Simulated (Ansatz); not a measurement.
# CH₃F₃Si: basis-set convergence

One table from this session's results is given with a row withheld; the runs are named, their logs left out.

Method: one geometry, several basis sets; program: Ansatz 0.2.0, Gaussian basis.

Plan: PBE0-D4/def2-SVP; ωB97M-V/def2-SVP; PBE0-D4/def2-QZVPP; ωB97M-V/def2-QZVPP; the functionals' def2-TZVPP values are taken from earlier runs.

## The geometry

All runs share one geometry, relaxed beforehand with PBE0-D4 in a triple-zeta def2 set.

SMILES `FC[SiH](F)F`, 8 atoms, charge 0, spin multiplicity 1.

Atoms are counted from 1 here; the program's logs count them from 0.

Bond lengths: F1–C2 1.390 Å, C2–Si3 1.874 Å, C2–H6 1.096 Å, C2–H7 1.095 Å, Si3–F4 1.588 Å, Si3–F5 1.585 Å, Si3–H8 1.474 Å. Angles: F1–C2–Si3 109.3°, F1–C2–H6 108.5°, F1–C2–H7 108.6°, Si3–C2–H6 111.1°, Si3–C2–H7 111.4°, H6–C2–H7 107.7°, C2–Si3–F4 107.3°, C2–Si3–F5 109.7°, C2–Si3–H8 114.1°, F4–Si3–F5 107.7°, F4–Si3–H8 109.4°, F5–Si3–H8 108.5°.

The first run:

in.yaml reads:

```yaml
crystal:
  periodic: [false, false, false]
  atoms:
    - {symbol: F, position_ang: [-0.819930, 1.741805, -0.078859]}
    - {symbol: C, position_ang: [-0.018852, 0.798203, 0.553812]}
    - {symbol: Si, position_ang: [0.026706, -0.766748, -0.476501]}
    - {symbol: F, position_ang: [0.834367, -1.854782, 0.351834]}
    - {symbol: F, position_ang: [0.820701, -0.497841, -1.821434]}
    - {symbol: H, position_ang: [-0.431127, 0.603217, 1.549986]}
    - {symbol: H, position_ang: [0.983412, 1.220490, 0.684034]}
    - {symbol: H, position_ang: [-1.303076, -1.301544, -0.818672]}
basis:
  gaussian: {orbitals: def2-SVP}
hamiltonian: {xc: pbe0, dispersion: d4}
output: {orbitals: {seedname: orbitals}}
```

On the command line:

```bash
> ansatz run in.yaml --threads 2 --pin off --events-out ev --progress --plain --max-ram 4352MiB
```

Among the steps run: PBE0-D4 in def2-SVP; ωB97M-V in def2-SVP; PBE0-D4 in def2-QZVPP; ωB97M-V in def2-QZVPP.

One of the session's tables, all rows but one given; the rest of the session is left out.

It belongs to the step «Functionals by basis». 

```
functional       basis  HOMO (eV)  LUMO (eV)
   PBE0-D4    def2-SVP      -8.98       0.66
   PBE0-D4  def2-TZVPP      -9.13       0.10
   PBE0-D4  def2-QZVPP      -9.17      -0.08
   ωB97M-V    def2-SVP     -11.26       2.72
   ωB97M-V  def2-TZVPP     -11.44       1.95
   ωB97M-V  def2-QZVPP          ?          ?
```

Estimate the missing values for ωB97M-V, def2-QZVPP.

The run gave: HOMO (eV): -11.48; LUMO (eV): 1.53. In the column «HOMO (eV)» it is the lowest.
